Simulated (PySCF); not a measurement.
# Ge3H10Sn (HSn(GeH3)3): the cost of one run

The runs use PySCF 2.14.0, with density-fitted response routines of our own; the level of theory stands in each step. All values are computed, except where a source is named. Atoms are numbered from 0 throughout.

## Step 1: The molecule as given

14 atoms, charge 0, multiplicity 1; geometry from: GFN2-xTB. The atoms were then displaced at random by about 0.03 Å, so the start is not that level's minimum.

Bonds of the start (Å): Sn0–Ge1 2.65, Sn0–Ge2 2.65, Sn0–Ge3 2.61, Sn0–H4 1.67, Ge1–H5 1.52, Ge1–H6 1.49, Ge1–H7 1.45, Ge2–H8 1.54, Ge2–H9 1.42, Ge2–H10 1.49, Ge3–H11 1.42, Ge3–H12 1.49, Ge3–H13 1.53.

## Step 2: Geometry optimisation at PBE0-D3(BJ)/def2-SVP

The job: settings as JSON, then the geometry in Å.

```
{"job": {"xc": "PBE0", "basis": "def2-SVP", "d3": "d3bj", "grid": 1, "maxiter": 40, "shake": 0.03, "kind": "geom"}, "charge": 0, "multiplicity": 1}
Sn     0.021900    -0.532970    -0.110170
Ge    -2.205900    -0.089140     1.248240
Ge    -0.011870     0.812610    -2.389840
Ge     2.265880    -0.392580     1.205500
H     -0.174440    -2.102290    -0.631600
H     -2.287330     1.302360     1.864140
H     -2.306850    -1.046000     2.390120
H     -3.384400    -0.203210     0.416530
H      0.227640     2.314930    -2.145990
H     -1.205400     0.651470    -3.147030
H      1.146460     0.360440    -3.216190
H      3.371480    -0.747490     0.395730
H      2.392170     0.974380     1.775150
H      2.131230    -1.346340     2.388630
```

Run with:

```bash
OMP_NUM_THREADS=1 python probes_run.py task.json out
```

One launch serves the whole session: the jobs run in the order shown.

Q: Estimate the wall time and peak memory of this first job on 1 thread of Arm Neoverse V2, shared host.

About 2.5 min, with a peak of 0.91 GiB.
